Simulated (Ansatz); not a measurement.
# CH3ClGa: the cost of one run

Program: Ansatz 0.2.0. Level of theory: RKS PBE0-D4/def2-SVPD. These are calculated values, not measurements.

### Step 1. The starting structure

SMILES `[CH2-][GaH][Cl]`, 6 atoms, charge -1, spin multiplicity 1.

Atoms are counted from 1 here; the program's logs count them from 0.

Bond lengths: C1–Ga2 1.835 Å, C1–H4 1.102 Å, C1–H5 1.104 Å, Ga2–Cl3 2.324 Å, Ga2–H6 1.585 Å. Angles: Ga2–C1–H4 123.3°, Ga2–C1–H5 120.9°, H4–C1–H5 115.8°, C1–Ga2–Cl3 119.3°, C1–Ga2–H6 136.8°, Cl3–Ga2–H6 103.9°.

Geometry (Å):

```xyz
6

C    -0.24592   -0.66656   -0.85839
Ga    0.08132    0.62025    0.40764
Cl    0.93187   -0.01164    2.47565
H    -0.05522   -1.73981   -0.69451
H    -0.64745   -0.39667   -1.85078
H    -0.06462    2.19443    0.52040
```

This geometry comes from a loose relaxation at PBE in a small basis, which is not shown.

### Step 3. The grid

First coordinate, bond length C1–Ga2: 7 values from 1.53 to 2.37 Å. Second coordinate, bond length Ga2–Cl3: 7 values from 1.932 to 2.991 Å.

Nothing else is relaxed (all other coordinates rigid). Energies count from the relaxed molecule at the same level.

(The set-up runs are not shown.)

### Step 4. Point bond length C1–Ga2 = 1.81 Å, bond length Ga2–Cl3 = 2.285 Å

File input.yaml:

```yaml
crystal:
  periodic: [false, false, false]
  atoms:
    - { symbol: C, position_ang: [-0.242316, -0.661074, -0.852189] }
    - { symbol: Ga, position_ang: [0.080357, 0.602212, 0.403235] }
    - { symbol: Cl, position_ang: [0.917828, -0.010195, 2.439119] }
    - { symbol: H, position_ang: [-0.057658, -1.729453, -0.697856] }
    - { symbol: H, position_ang: [-0.643835, -0.392369, -1.836724] }
    - { symbol: H, position_ang: [-0.06682, 2.168627, 0.504342] }
total_charge: -1
basis:
  gaussian: { orbitals: def2-SVPD }
hamiltonian:
  xc: pbe0
  dispersion: d4
output:
  forces: true
```

Started as:

```bash
ansatz run input.yaml --threads 1 --pin off --max-ram 2560MiB --backend cpu --events-out ev --progress --plain --runs-dir out
```

What time and memory should one allow on 1 thread of Intel Xeon Platinum 8259CL at 2.50GHz (Skylake/Cascade Lake), shared host?

About 5.7 s, with a peak of 0.25 GiB.
